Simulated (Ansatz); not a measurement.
# Si: a tetragonal deformation path

Aim: for Si, look for other minima along a tetragonal path.

Program: Ansatz 0.2.0. Level of theory: DFT r2SCAN, scalar-relativistic, plane waves, PAW. These are calculated values, not measurements.

## Step 1: The system as given

It takes space group I4_1/amd (No. 141, tetragonal). The conventional cell has a = 4.743 Å, b = 4.743 Å, c = 2.659 Å, α = 90.00°, β = 90.00°, γ = 90.00°. Si (site symmetry -4m2) is surrounded by 6 Si at 2.46 to 2.66 Å.

Structure file:

```cif
data_structure
_symmetry_space_group_name_H-M 'I4_1/amd:1'
_symmetry_Int_Tables_number 141
_cell_length_a 4.7427
_cell_length_b 4.7427
_cell_length_c 2.6585
_cell_angle_alpha 90.000
_cell_angle_beta 90.000
_cell_angle_gamma 90.000
_cell_volume 59.80
loop_
_atom_site_label
_atom_site_type_symbol
_atom_site_symmetry_multiplicity
_atom_site_Wyckoff_symbol
_atom_site_fract_x
_atom_site_fract_y
_atom_site_fract_z
_atom_site_occupancy
Si1 Si 4 b 0.00000 0.50000 0.75000 1
```

It goes back to an entry of the Materials Project, which need not be the stable form.

No relaxation comes first: the listed cell is the starting point.

## Step 2: The reference cell

The reference gives a free energy of -1277.2778 eV, pressure 2.50 GPa, largest force 0.000 eV/Å and gap on the mesh none (metal). It was computed beforehand with the settings of the runs below.

## Step 3: Setting up a tetragonal deformation path

At fixed volume and fractional coordinates, lengths along (0.000, 0.000, 1.000) are scaled against those across it; ρ is that ratio over its starting value.

## Step 4: At ρ = 0.850

The input, input.yaml:

```yaml
crystal:
  lattice:
    - [-2.5033799418, 2.5033799418, 1.1927725823]
    - [2.5033799418, -2.5033799418, 1.1927725823]
    - [2.5033799418, 2.5033799418, -1.1927725823]
  atoms:
    - { symbol: Si, position: [0.25, 0.75, 0.5] }
    - { symbol: Si, position: [0.5, 0.5, 0.0] }
basis:
  ecutwfc: 500
kpoints:
  mp_grid: { grid: [22, 22, 22] }
hamiltonian:
  xc: r2scan
scf:
  occupations: { method: gaussian, width: 0.15 }
output:
  forces: true
  stress: true
  eigenvalues: true
```

Started as:

```bash
$ ansatz run input.yaml --threads 1 --pin off --max-ram 2560MiB --backend cpu --events-out ev --progress --plain --runs-dir out
```

The log of the run (excerpt; [...] marks lines left out):

```text
Warning: RAYON_NUM_THREADS=1 ignored (pool sized by the plan → 1); use --threads N
[...]
Pseudopotentials: kind: paw
Pseudopotential: Si, paw, valence charge 4, recommended cutoff 500 eV (meta_gga), Si.paw.azcp
Functional definition: r2SCAN
[...]
Crystal: 2 atoms, lattice volume = 29.900 Å³
Basis set: ecut = 500 eV, 757 PW (Γ), exchange–correlation on 120×120×120 points (64 copies of the dense FFT grid, shifted against one another)
Bands: 8, of which v1, the nominal top of the filled ones, is band 4 counted from 1 (3 counted from 0)
Symmetry: 16 space group operations
Space group: I41/amd (ITA 141), of the structure as read, at distance tolerance 3.1e-5 Å
k-points: 834 of 10648
[...]
SCF iter   1: F=—  HF=-1277.057798 eV  |F-HF|=—  |Δ(HF+E_count)|=         —  Δρ=4.34e-3  dr2=4.26e-3  dr2_τ=1.09e-2  ethr=1.77e-3  ⟨swp⟩=5.1  Hψ=54818  notcnv=0
[...]
SCF iter   6: F=-1277.097966 eV  HF=-1277.097966 eV  |F-HF|=6.62e-9  |Δ(HF+E_count)|=   1.37e-7  Δρ=4.89e-6  dr2=5.46e-9  dr2_τ=7.68e-11  ethr=6.57e-10  ⟨swp⟩=2.9  Hψ=25198  notcnv=0
[...]
SCF converged after 6 iterations
Free energy (F): -1277.097966 eV
[...]
E sigma→0 (E₀):  -1277.094086 eV
Entropy (-TS):   -0.007760 eV (-3.880 meV/atom)
Fermi energy:    9.879708 eV
[...]
--- Forces (eV/Å), atoms counted from 1 ---
  atom   1  Si    -0.00000000     0.00000000     0.00000000
  atom   2  Si     0.00000000     0.00000000     0.00000000
[...]
--- Stress (GPa, compression-positive) ---
       -3.717882      -0.000000       0.000000
       -0.000000      -3.717882       0.000000
       -0.000000       0.000000      20.342902
  P = ⅓ Tr σ = 4.3024 GPa (43.024 kbar)
--- Band table (eV; the first three rows and the last of 834) ---
  k-point 0: bands = ["-4.7962", "5.7161", "6.2976", "6.2976", "11.2969", "17.4381", "17.6783", "17.6783"]
[...]
```

It took 30 s on 1 thread of Arm Neoverse V2, shared host; peak memory 0.64 GiB.

## Step 5: ρ = 1.200

input.yaml: that of step 4 with these lines changed.

```diff
@@ -2,5 +2,5 @@
   lattice:
-    - [-2.5033799418, 2.5033799418, 1.1927725823]
-    - [2.5033799418, -2.5033799418, 1.1927725823]
-    - [2.5033799418, 2.5033799418, -1.1927725823]
+    - [-2.2315467764, 2.2315467764, 1.5010639486]
+    - [2.2315467764, -2.2315467764, 1.5010639486]
+    - [2.2315467764, 2.2315467764, -1.5010639486]
   atoms:
```

Started as:

```bash
$ ansatz run input.yaml --threads 1 --pin off --max-ram 2560MiB --backend cpu --events-out ev --progress --plain --runs-dir out
```

The log of the run (excerpt; [...] marks lines left out):

```text
[...]
SCF converged after 6 iterations
Free energy (F): -1277.072408 eV
[...]
E sigma→0 (E₀):  -1277.068429 eV
Entropy (-TS):   -0.007958 eV (-3.979 meV/atom)
Fermi energy:    9.862446 eV
[...]
--- Forces (eV/Å), atoms counted from 1 ---
  atom   1  Si     0.00000000     0.00000000     0.00000000
  atom   2  Si     0.00000000     0.00000000    -0.00000000
[...]
--- Stress (GPa, compression-positive) ---
       15.588249       0.000000       0.000000
        0.000000      15.588249      -0.000000
        0.000000      -0.000000       0.824465
  P = ⅓ Tr σ = 10.6670 GPa (106.670 kbar)
--- Band table (eV; the first three rows and the last of 834) ---
  k-point 0: bands = ["-4.7737", "8.2808", "8.2808", "11.1552", "12.4373", "15.5027", "16.3678", "18.5497"]
[...]
```

Run time: 25 s. Hardware: 1 thread of Arm Neoverse V2, shared host; peak memory 0.6 GiB.

## Step 6: ρ = 0.920

input.yaml: that of step 5 with these lines changed.

```diff
@@ -2,5 +2,5 @@
   lattice:
-    - [-2.2315467764, 2.2315467764, 1.5010639486]
-    - [2.2315467764, -2.2315467764, 1.5010639486]
-    - [2.2315467764, 2.2315467764, -1.5010639486]
+    - [-2.438206404, 2.438206404, 1.2573907141]
+    - [2.438206404, -2.438206404, 1.2573907141]
+    - [2.438206404, 2.438206404, -1.2573907141]
   atoms:
```

Started as:

```bash
$ ansatz run input.yaml --threads 1 --pin off --max-ram 2560MiB --backend cpu --events-out ev --progress --plain --runs-dir out
```

The log of the run (excerpt; [...] marks lines left out):

```text
Warning: RAYON_NUM_THREADS=1 ignored (pool sized by the plan → 1); use --threads N
[...]
[... 3 set-up lines as earlier in the session ...]
[...]
Crystal: 2 atoms, lattice volume = 29.900 Å³
Basis set: ecut = 500 eV, 773 PW (Γ), exchange–correlation on 108×108×108 points (64 copies of the dense FFT grid, shifted against one another)
Bands: 8, of which v1, the nominal top of the filled ones, is band 4 counted from 1 (3 counted from 0)
[... 2 set-up lines as earlier in the session ...]
k-points: 834 of 10648
[...]
SCF iter   1: F=—  HF=-1277.203488 eV  |F-HF|=—  |Δ(HF+E_count)|=         —  Δρ=4.28e-3  dr2=3.78e-3  dr2_τ=1.03e-2  ethr=1.77e-3  ⟨swp⟩=5.1  Hψ=54821  notcnv=0
[...]
SCF iter   6: F=-1277.248324 eV  HF=-1277.248324 eV  |F-HF|=6.30e-8  |Δ(HF+E_count)|=   4.20e-7  Δρ=1.39e-5  dr2=4.62e-8  dr2_τ=4.90e-10  ethr=1.25e-9  ⟨swp⟩=5.3  Hψ=35066  notcnv=0
[...]
SCF converged after 6 iterations
Free energy (F): -1277.248324 eV
[...]
E sigma→0 (E₀):  -1277.244429 eV
Entropy (-TS):   -0.007790 eV (-3.895 meV/atom)
Fermi energy:    9.935890 eV
[...]
--- Forces (eV/Å), atoms counted from 1 ---
  atom   1  Si    -0.00000000     0.00000000     0.00000000
  atom   2  Si     0.00000000     0.00000000     0.00000000
[...]
--- Stress (GPa, compression-positive) ---
       -0.704875       0.000000       0.000000
        0.000000      -0.704875       0.000000
       -0.000000       0.000000       8.044707
  P = ⅓ Tr σ = 2.2117 GPa (22.117 kbar)
--- Band table (eV; the first three rows and the last of 834) ---
  k-point 0: bands = ["-4.7383", "6.7825", "6.7825", "6.9578", "11.5398", "17.9536", "18.8069", "18.8069"]
[...]
```

It took 31 s on 1 thread of Arm Neoverse V2, shared host; peak memory 0.6 GiB.

## Step 7: ρ = 1.100

input.yaml: that of step 6 with these lines changed.

```diff
@@ -2,5 +2,5 @@
   lattice:
-    - [-2.438206404, 2.438206404, 1.2573907141]
-    - [2.438206404, -2.438206404, 1.2573907141]
-    - [2.438206404, 2.438206404, -1.2573907141]
+    - [-2.2972178472, 2.2972178472, 1.4164681727]
+    - [2.2972178472, -2.2972178472, 1.4164681727]
+    - [2.2972178472, 2.2972178472, -1.4164681727]
   atoms:
```

Started as:

```bash
$ ansatz run input.yaml --threads 1 --pin off --max-ram 2560MiB --backend cpu --events-out ev --progress --plain --runs-dir out
```

The log of the run (excerpt; [...] marks lines left out):

```text
[...]
SCF converged after 6 iterations
Free energy (F): -1277.210132 eV
[...]
E sigma→0 (E₀):  -1277.206472 eV
Entropy (-TS):   -0.007320 eV (-3.660 meV/atom)
Fermi energy:    9.931403 eV
[...]
--- Forces (eV/Å), atoms counted from 1 ---
  atom   1  Si     0.00000000     0.00000000     0.00000000
  atom   2  Si    -0.00000000     0.00000000    -0.00000000
[...]
--- Stress (GPa, compression-positive) ---
        8.605577       0.000000       0.000000
        0.000000       8.605577      -0.000000
       -0.000000      -0.000000      -0.625609
  P = ⅓ Tr σ = 5.5285 GPa (55.285 kbar)
--- Band table (eV; the first three rows and the last of 834) ---
  k-point 0: bands = ["-4.7307", "7.8310", "7.8310", "9.7913", "12.1217", "16.7549", "17.8144", "19.5567"]
[...]
```

It took 25 s on 1 thread of Arm Neoverse V2, shared host; peak memory 0.6 GiB.

## Step 8: Point ρ = 0.960

input.yaml: that of step 7 with these lines changed.

```diff
@@ -2,5 +2,5 @@
   lattice:
-    - [-2.2972178472, 2.2972178472, 1.4164681727]
-    - [2.2972178472, -2.2972178472, 1.4164681727]
-    - [2.2972178472, 2.2972178472, -1.4164681727]
+    - [-2.4038608938, 2.4038608938, 1.2935776971]
+    - [2.4038608938, -2.4038608938, 1.2935776971]
+    - [2.4038608938, 2.4038608938, -1.2935776971]
   atoms:
```

Started as:

```bash
$ ansatz run input.yaml --threads 1 --pin off --max-ram 2560MiB --backend cpu --events-out ev --progress --plain --runs-dir out
```

The log of the run (excerpt; [...] marks lines left out):

```text
Warning: RAYON_NUM_THREADS=1 ignored (pool sized by the plan → 1); use --threads N
[...]
[... 3 set-up lines as earlier in the session ...]
[...]
Crystal: 2 atoms, lattice volume = 29.900 Å³
Basis set: ecut = 500 eV, 781 PW (Γ), exchange–correlation on 108×108×108 points (64 copies of the dense FFT grid, shifted against one another)
Bands: 8, of which v1, the nominal top of the filled ones, is band 4 counted from 1 (3 counted from 0)
[... 2 set-up lines as earlier in the session ...]
k-points: 834 of 10648
[...]
SCF iter   1: F=—  HF=-1277.230714 eV  |F-HF|=—  |Δ(HF+E_count)|=         —  Δρ=4.29e-3  dr2=3.70e-3  dr2_τ=1.04e-2  ethr=1.77e-3  ⟨swp⟩=5.1  Hψ=54965  notcnv=0
[...]
SCF iter   6: F=-1277.277109 eV  HF=-1277.277109 eV  |F-HF|=3.17e-8  |Δ(HF+E_count)|=   7.19e-8  Δρ=9.82e-6  dr2=2.28e-8  dr2_τ=2.74e-10  ethr=1.25e-9  ⟨swp⟩=5.4  Hψ=35193  notcnv=0
[...]
SCF converged after 6 iterations
Free energy (F): -1277.277109 eV
[...]
E sigma→0 (E₀):  -1277.273353 eV
Entropy (-TS):   -0.007512 eV (-3.756 meV/atom)
Fermi energy:    9.957629 eV
[...]
--- Forces (eV/Å), atoms counted from 1 ---
  atom   1  Si     0.00000000     0.00000000     0.00000000
  atom   2  Si     0.00000000     0.00000000     0.00000000
[...]
--- Stress (GPa, compression-positive) ---
        1.415777       0.000000       0.000000
        0.000000       1.415777       0.000000
       -0.000000      -0.000000       3.402600
  P = ⅓ Tr σ = 2.0781 GPa (20.781 kbar)
--- Band table (eV; the first three rows and the last of 834) ---
  k-point 0: bands = ["-4.7217", "7.0405", "7.0405", "7.6316", "11.6732", "18.0304", "19.3108", "19.3108"]
[...]
```

Run time: 30 s. Hardware: 1 thread of Arm Neoverse V2, shared host; peak memory 0.6 GiB.

## Step 9: Point ρ = 1.050

input.yaml: that of step 8 with these lines changed.

```diff
@@ -2,5 +2,5 @@
   lattice:
-    - [-2.4038608938, 2.4038608938, 1.2935776971]
-    - [2.4038608938, -2.4038608938, 1.2935776971]
-    - [2.4038608938, 2.4038608938, -1.2935776971]
+    - [-2.3331176746, 2.3331176746, 1.3732129696]
+    - [2.3331176746, -2.3331176746, 1.3732129696]
+    - [2.3331176746, 2.3331176746, -1.3732129696]
   atoms:
```

Started as:

```bash
$ ansatz run input.yaml --threads 1 --pin off --max-ram 2560MiB --backend cpu --events-out ev --progress --plain --runs-dir out
```

The log of the run (excerpt; [...] marks lines left out):

```text
Warning: RAYON_NUM_THREADS=1 ignored (pool sized by the plan → 1); use --threads N
[...]
[... 3 set-up lines as earlier in the session ...]
[...]
Crystal: 2 atoms, lattice volume = 29.900 Å³
Basis set: ecut = 500 eV, 773 PW (Γ), exchange–correlation on 108×108×108 points (64 copies of the dense FFT grid, shifted against one another)
Bands: 8, of which v1, the nominal top of the filled ones, is band 4 counted from 1 (3 counted from 0)
[... 2 set-up lines as earlier in the session ...]
k-points: 834 of 10648
[...]
SCF iter   1: F=—  HF=-1277.208878 eV  |F-HF|=—  |Δ(HF+E_count)|=         —  Δρ=4.31e-3  dr2=3.70e-3  dr2_τ=1.11e-2  ethr=1.77e-3  ⟨swp⟩=5.1  Hψ=55034  notcnv=0
[...]
SCF iter   6: F=-1277.255560 eV  HF=-1277.255560 eV  |F-HF|=2.08e-8  |Δ(HF+E_count)|=   1.47e-6  Δρ=6.67e-6  dr2=1.07e-8  dr2_τ=1.12e-10  ethr=1.25e-9  ⟨swp⟩=6.4  Hψ=36926  notcnv=0
[...]
SCF converged after 6 iterations
Free energy (F): -1277.255560 eV
[...]
E sigma→0 (E₀):  -1277.252115 eV
Entropy (-TS):   -0.006890 eV (-3.445 meV/atom)
Fermi energy:    9.966268 eV
[...]
--- Forces (eV/Å), atoms counted from 1 ---
  atom   1  Si     0.00000000    -0.00000000     0.00000000
  atom   2  Si    -0.00000000    -0.00000000     0.00000000
[...]
--- Stress (GPa, compression-positive) ---
        5.800578       0.000000       0.000000
        0.000000       5.800578       0.000000
        0.000000      -0.000000      -0.500314
  P = ⅓ Tr σ = 3.7003 GPa (37.003 kbar)
--- Band table (eV; the first three rows and the last of 834) ---
  k-point 0: bands = ["-4.7183", "7.5693", "7.5693", "9.0539", "11.9642", "17.3835", "18.7023", "19.7809"]
[...]
```

It took 30 s on 1 thread of Arm Neoverse V2, shared host; peak memory 0.6 GiB.

## Step 10: ρ = 0.800

input.yaml: that of step 9 with these lines changed.

```diff
@@ -2,5 +2,5 @@
   lattice:
-    - [-2.3331176746, 2.3331176746, 1.3732129696]
-    - [2.3331176746, -2.3331176746, 1.3732129696]
-    - [2.3331176746, 2.3331176746, -1.3732129696]
+    - [-2.5544833779, 2.5544833779, 1.1455261873]
+    - [2.5544833779, -2.5544833779, 1.1455261873]
+    - [2.5544833779, 2.5544833779, -1.1455261873]
   atoms:
```

Started as:

```bash
$ ansatz run input.yaml --threads 1 --pin off --max-ram 2560MiB --backend cpu --events-out ev --progress --plain --runs-dir out
```

The log of the run (excerpt; [...] marks lines left out):

```text
Warning: RAYON_NUM_THREADS=1 ignored (pool sized by the plan → 1); use --threads N
[...]
[... 3 set-up lines as earlier in the session ...]
[...]
Crystal: 2 atoms, lattice volume = 29.900 Å³
Basis set: ecut = 500 eV, 741 PW (Γ), exchange–correlation on 120×120×120 points (64 copies of the dense FFT grid, shifted against one another)
Bands: 8, of which v1, the nominal top of the filled ones, is band 4 counted from 1 (3 counted from 0)
[... 2 set-up lines as earlier in the session ...]
k-points: 834 of 10648
[...]
SCF iter   1: F=—  HF=-1276.828594 eV  |F-HF|=—  |Δ(HF+E_count)|=         —  Δρ=4.31e-3  dr2=4.52e-3  dr2_τ=1.21e-2  ethr=1.77e-3  ⟨swp⟩=5.1  Hψ=55010  notcnv=0
[...]
SCF iter   6: F=-1276.863782 eV  HF=-1276.863782 eV  |F-HF|=6.14e-10  |Δ(HF+E_count)|=   3.82e-7  Δρ=1.68e-6  dr2=6.77e-10  dr2_τ=6.73e-12  ethr=1.25e-9  ⟨swp⟩=5.6  Hψ=35210  notcnv=0
[...]
SCF converged after 6 iterations
Free energy (F): -1276.863782 eV
[...]
E sigma→0 (E₀):  -1276.859299 eV
Entropy (-TS):   -0.008967 eV (-4.483 meV/atom)
Fermi energy:    9.892843 eV
[...]
--- Forces (eV/Å), atoms counted from 1 ---
  atom   1  Si    -0.00000000    -0.00000000     0.00000000
  atom   2  Si     0.00000000     0.00000000    -0.00000000
[...]
--- Stress (GPa, compression-positive) ---
       -4.585442       0.000000       0.000000
        0.000000      -4.585442       0.000000
        0.000000      -0.000000      33.047169
  P = ⅓ Tr σ = 7.9588 GPa (79.588 kbar)
--- Band table (eV; the first three rows and the last of 834) ---
  k-point 0: bands = ["-4.8657", "4.7808", "5.9238", "5.9238", "11.1144", "16.7443", "16.7443", "16.9163"]
[...]
```

Run time: 31 s. Hardware: 1 thread of Arm Neoverse V2, shared host; peak memory 0.64 GiB.

## Step 11: ρ = 1.300

input.yaml: that of step 10 with these lines changed.

```diff
@@ -2,5 +2,5 @@
   lattice:
-    - [-2.5544833779, 2.5544833779, 1.1455261873]
-    - [2.5544833779, -2.5544833779, 1.1455261873]
-    - [2.5544833779, 2.5544833779, -1.1455261873]
+    - [-2.1727943633, 2.1727943633, 1.5833390832]
+    - [2.1727943633, -2.1727943633, 1.5833390832]
+    - [2.1727943633, 2.1727943633, -1.5833390832]
   atoms:
```

Started as:

```bash
$ ansatz run input.yaml --threads 1 --pin off --max-ram 2560MiB --backend cpu --events-out ev --progress --plain --runs-dir out
```

The log of the run (excerpt; [...] marks lines left out):

```text
[...]
SCF converged after 6 iterations
Free energy (F): -1276.918346 eV
[...]
E sigma→0 (E₀):  -1276.914441 eV
Entropy (-TS):   -0.007810 eV (-3.905 meV/atom)
Fermi energy:    9.796169 eV
[...]
--- Forces (eV/Å), atoms counted from 1 ---
  atom   1  Si     0.00000000    -0.00000000     0.00000000
  atom   2  Si     0.00000000    -0.00000000     0.00000000
[...]
--- Stress (GPa, compression-positive) ---
       21.367016      -0.000000      -0.000000
       -0.000000      21.367016       0.000000
        0.000000      -0.000000       6.164953
  P = ⅓ Tr σ = 16.2997 GPa (162.997 kbar)
--- Band table (eV; the first three rows and the last of 834) ---
  k-point 0: bands = ["-4.8308", "8.6304", "8.6304", "12.3761", "12.7595", "14.4386", "15.2617", "17.4294"]
[...]
```

Wall time 26 s (1 thread of Arm Neoverse V2, shared host); peak memory 0.6 GiB.

## Step 12: All points together

The scan, with free energies counted from the undisturbed cell:

```
    ρ  ΔE (meV/atom)  pressure (GPa)  space group
0.800          207.0             8.0     I4_1/amd
0.850           89.9             4.3     I4_1/amd
0.920           14.7             2.2     I4_1/amd
0.960            0.3             2.1     I4_1/amd
1.000            0.0             2.5     I4_1/amd
1.050           11.1             3.7     I4_1/amd
1.100           33.8             5.5     I4_1/amd
1.200          102.7            10.7     I4_1/amd
1.300          179.7            16.3     I4_1/amd
```

## Step 13: Outcome

| quantity | value |
| --- | --- |
| highest point | 207.0 meV/atom at ρ = 0.800 |

What this shows: The undisturbed cell stays the lowest of the sampled points. No further minimum shows among the sampled points.
